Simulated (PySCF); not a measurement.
# MP2/6-311G(d,p) run of CH6AlF2N (SMILES [NH3+][AlH2-][CH](F)F)

Aim: the vertical singlet–triplet gap of CH6AlF2N at MP2/6-311G**, from 2 runs. The job is set up through a Python script.

The calculation is run with PySCF 2.14.0.

### Step 1. The system as given

CH6AlF2N: 11 atoms, total charge 0, spin state singlet. As SMILES, `[NH3+][AlH2-][CH](F)F`. The shape comes from GFN2-xTB, which is rough for such elements, and wasn't checked as a minimum. This is one conformer, not always the lowest.

Bond lengths: N1–Al2 2.045 Å, Al2–C3 2.062 Å, C3–F4 1.423 Å, C3–F5 1.383 Å, N1–H6 1.021 Å, N1–H7 1.022 Å, N1–H8 1.017 Å, Al2–H9 1.545 Å, Al2–H10 1.544 Å, C3–H11 1.098 Å. Some angles: N1–Al2–C3 91.4°, Al2–C3–F4 81.6°, Al2–C3–F5 115.1°, F4–C3–F5 102.7°, N1–Al2–H9 103.3°, N1–Al2–H10 102.8°, C3–Al2–H9 113.6°, C3–Al2–H10 115.9°, Al2–N1–H6 109.1°, Al2–N1–H7 107.7°.

### Step 2. A single-point energy at MP2/6-311G(d,p)

The input, run.py:

```python
from pyscf import gto, scf, mp

system = gto.M(
    atom=[
    ('N', (-1.180970, 0.283750, 0.752160)),
    ('Al', (0.862280, 0.259080, 0.668560)),
    ('C', (0.826330, -0.282230, -1.320420)),
    ('F', (0.354840, -1.503810, -0.764210)),
    ('F', (-0.269230, 0.170790, -2.032860)),
    ('H', (-1.527360, -0.676650, 0.732860)),
    ('H', (-1.520620, 0.746270, -0.093620)),
    ('H', (-1.588810, 0.755250, 1.555840)),
    ('H', (1.243990, -0.898560, 1.617320)),
    ('H', (1.234330, 1.728830, 0.959800)),
    ('H', (1.565220, -0.582740, -2.075440)),
],
    basis='6-311g**',
    verbose=4,
    max_memory=1860,
    spin=0,
)

mf = scf.RHF(system)
mf.conv_tol = 1e-10
mf.kernel()
if not mf.converged:
    mf = mf.newton().run(mf.mo_coeff, mf.mo_occ)

pt = mp.MP2(mf, frozen=9).run()
etot = pt.e_tot
print('Final energy', etot)
```

Command:

```bash
$ OMP_NUM_THREADS=1 python run.py
```

The log of the run:

```text
PySCF version 2.14.0

[INPUT] num. atoms = 11
[INPUT] num. electrons = 50
[INPUT] charge = 0
[INPUT] spin (= nelec alpha-beta = 2S) = 0
[INPUT] symmetry False subgroup None
[INPUT] Mole.unit = angstrom
[INPUT] Symbol           X                Y                Z      unit          X                Y                Z       unit  Magmom
[INPUT]  1 N     -1.180970000000   0.283750000000   0.752160000000 AA   -2.231709861328   0.536209787845   1.421376401853 Bohr   0.0
[INPUT]  2 Al     0.862280000000   0.259080000000   0.668560000000 AA    1.629473042690   0.489590244352   1.263395297839 Bohr   0.0
[INPUT]  3 C      0.826330000000  -0.282230000000  -1.320420000000 AA    1.561537388512  -0.533337404136  -2.495232169398 Bohr   0.0
[INPUT]  4 F      0.354840000000  -1.503810000000  -0.764210000000 AA    0.670550418041  -2.841789043382  -1.444147601654 Bohr   0.0
[INPUT]  5 F     -0.269230000000   0.170790000000  -2.032860000000 AA   -0.508770964517   0.322746324814  -3.841548649583 Bohr   0.0
[INPUT]  6 H     -1.527360000000  -0.676650000000   0.732860000000 AA   -2.886292093616  -1.278683182187   1.384904687649 Bohr   0.0
[INPUT]  7 H     -1.520620000000   0.746270000000  -0.093620000000 AA   -2.873555339536   1.410245914979  -0.176916159782 Bohr   0.0
[INPUT]  8 H     -1.588810000000   0.755250000000   1.555840000000 AA   -3.002415763970   1.427215655578   2.940111493643 Bohr   0.0
[INPUT]  9 H      1.243990000000  -0.898560000000   1.617320000000 AA    2.350800401698  -1.698032306489   3.056291855782 Bohr   0.0
[INPUT] 10 H      1.234330000000   1.728830000000   0.959800000000 AA    2.332545647334   3.267015215932   1.813759134358 Bohr   0.0
[INPUT] 11 H      1.565220000000  -0.582740000000  -2.075440000000 AA    2.957837124692  -1.101219001829  -3.922013187967 Bohr   0.0

nuclear repulsion = 246.534683909179
number of shells = 68
number of NR pGTOs = 217
number of NR cGTOs = 134
basis = 6-311g**
ecp = {}

******** <class 'pyscf.scf.hf.RHF'> ********
method = RHF
initial guess = minao
damping factor = 0
level_shift factor = 0
DIIS = <class 'pyscf.scf.diis.CDIIS'>
diis_start_cycle = 1
diis_space = 8
diis_damp = 0
SCF conv_tol = 1e-10
SCF conv_tol_grad = None
SCF max_cycles = 50
direct_scf = True
direct_scf_tol = 1e-13
Set gradient conv threshold to 1e-05
Initial guess from minao.
init E= -536.806836385857
  HOMO = -0.243351758119402  LUMO = 0.0383318707558665  gap/eV = 7.66500
cycle= 1 E= -536.571198305787  delta_E= 0.236  |g|= 0.704  |ddm|= 2.28
  HOMO = -0.390318496478563  LUMO = 0.0694044873243856  gap/eV = 12.50970
cycle= 2 E= -536.657995313074  delta_E= -0.0868  |g|= 0.432  |ddm|= 0.646
  HOMO = -0.383436317941041  LUMO = 0.0764580981760576  gap/eV = 12.51436
cycle= 3 E= -536.686046703418  delta_E= -0.0281  |g|= 0.0585  |ddm|= 0.224
  HOMO = -0.383621983665326  LUMO = 0.0787247265664649  gap/eV = 12.58109
cycle= 4 E= -536.687382483028  delta_E= -0.00134  |g|= 0.0161  |ddm|= 0.0866
  HOMO = -0.38579995956181  LUMO = 0.0789609192680609  gap/eV = 12.64679
cycle= 5 E= -536.687488049315  delta_E= -0.000106  |g|= 0.00456  |ddm|= 0.0252
  HOMO = -0.385297501999207  LUMO = 0.0790462469602927  gap/eV = 12.63544
cycle= 6 E= -536.687499726744  delta_E= -1.17e-05  |g|= 0.0017  |ddm|= 0.00927
  HOMO = -0.385348736126681  LUMO = 0.079026493097629  gap/eV = 12.63629
cycle= 7 E= -536.687501004569  delta_E= -1.28e-06  |g|= 0.000592  |ddm|= 0.00305
  HOMO = -0.385375250888746  LUMO = 0.0790354708623317  gap/eV = 12.63726
cycle= 8 E= -536.687501147068  delta_E= -1.42e-07  |g|= 0.000165  |ddm|= 0.000954
  HOMO = -0.385354413184898  LUMO = 0.0790409667823274  gap/eV = 12.63684
cycle= 9 E= -536.687501163228  delta_E= -1.62e-08  |g|= 4.76e-05  |ddm|= 0.000357
  HOMO = -0.385351998349264  LUMO = 0.0790401049783796  gap/eV = 12.63675
cycle= 10 E= -536.687501164504  delta_E= -1.28e-09  |g|= 1.8e-05  |ddm|= 9.11e-05
  HOMO = -0.385352506132694  LUMO = 0.0790404444737408  gap/eV = 12.63678
cycle= 11 E= -536.687501164652  delta_E= -1.47e-10  |g|= 4.92e-06  |ddm|= 3.29e-05
  HOMO = -0.385351983100748  LUMO = 0.0790404026572007  gap/eV = 12.63676
cycle= 12 E= -536.687501164665  delta_E= -1.36e-11  |g|= 1.62e-06  |ddm|= 8.24e-06
  HOMO = -0.38535209033333  LUMO = 0.0790403601026125  gap/eV = 12.63676
Extra cycle  E= -536.687501164662  delta_E= 2.96e-12  |g|= 8.61e-07  |ddm|= 1.89e-06
converged SCF energy = -536.687501164662

******** <class 'pyscf.mp.mp2.RMP2'> ********
nocc = 16, nmo = 125
frozen orbitals 9
E(RMP2) = -537.510887592085  E_corr = -0.823386427422355
E(SCS-RMP2) = -537.501012693677  E_corr = -0.813511529014924
E_corr(same-spin) = -0.201406366029119
E_corr(oppo-spin) = -0.621980061393237
Final energy -537.5108875920848
```

Wall time 7.5 s (1 thread of Arm Neoverse V1, shared host); peak memory 0.56 GiB.

### Step 3. The triplet

run.py, as its differences from that of step 2:

```diff
@@ -1,5 +1,5 @@
-from pyscf import gto, scf, mp
+from pyscf import gto, mp
 
-system = gto.M(
-    atom=[
+system = gto.Mole()
+system.atom = [
     ('N', (-1.180970, 0.283750, 0.752160)),
@@ -15,10 +15,10 @@
     ('H', (1.565220, -0.582740, -2.075440)),
-],
-    basis='6-311g**',
-    verbose=4,
-    max_memory=1860,
-    spin=0,
-)
+]
+system.spin = 2
+system.basis = '6-311g**'
+system.max_memory = 1860
+system.verbose = 3
+system.build()
 
-mf = scf.RHF(system)
+mf = system.UHF()
 mf.conv_tol = 1e-10
@@ -29,3 +29,3 @@
 pt = mp.MP2(mf, frozen=9).run()
-etot = pt.e_tot
-print('Final energy', etot)
+e_tot = pt.e_tot
+print('E(%s) = %.9f' % ('MP2', e_tot))
```

Command:

```bash
$ OMP_NUM_THREADS=1 python run.py
```

The log of the run:

```text
WARN: HOMO 0.0383318707558665 >= LUMO -0.243351758119402

WARN: HOMO -0.120347549170454 >= LUMO -0.238154255569064

WARN: HOMO -0.10249744510282 >= LUMO -0.130410438478009

converged SCF energy = -536.455102601125  <S^2> = 2.0133067  2S+1 = 3.0088581
E(UMP2) = -537.27808328684  E_corr = -0.8229806857149
E(SCS-UMP2) = -537.262513230743  E_corr = -0.807410629618007
E(MP2) = -537.278083287
```

It took 18 s on 1 thread of Arm Neoverse V1, shared host; peak memory 0.61 GiB.

### Step 4. Outcome

Level: MP2/6-311G**, 9 core orbitals frozen.

| quantity | value |
| --- | --- |
| singlet: total energy | -537.51089 Eh |
| singlet: dipole moment (Hartree–Fock density) | 3.81 D |
| singlet: HOMO energy (Hartree–Fock orbitals) | -10.49 eV |
| singlet: LUMO energy (Hartree–Fock orbitals) | 2.15 eV |
| singlet: HOMO–LUMO gap (Hartree–Fock orbitals) | 12.64 eV |
| singlet: correlation energy (9 core orbitals frozen) | -823.4 mEh |
| triplet: total energy | -537.27808 Eh |
| triplet: dipole moment (Hartree–Fock density) | 6.86 D |
| triplet: HOMO energy (Hartree–Fock orbitals) (highest over α and β) | -3.14 eV |
| triplet: LUMO energy (Hartree–Fock orbitals) (lowest over α and β) | -1.85 eV |
| triplet: correlation energy (9 core orbitals frozen) | -823.0 mEh |
| triplet: ⟨S²⟩ of the reference determinant | 2.013 |
| vertical energy of the triplet above the singlet | 6.335 eV |

**Reading.** At this shape the triplet lies 6.33 eV (146 kcal/mol) above the singlet. Mulliken charges (singlet) of the mean-field density run from -0.63 on N1 to +1.00 on Al2; they depend strongly on the basis.
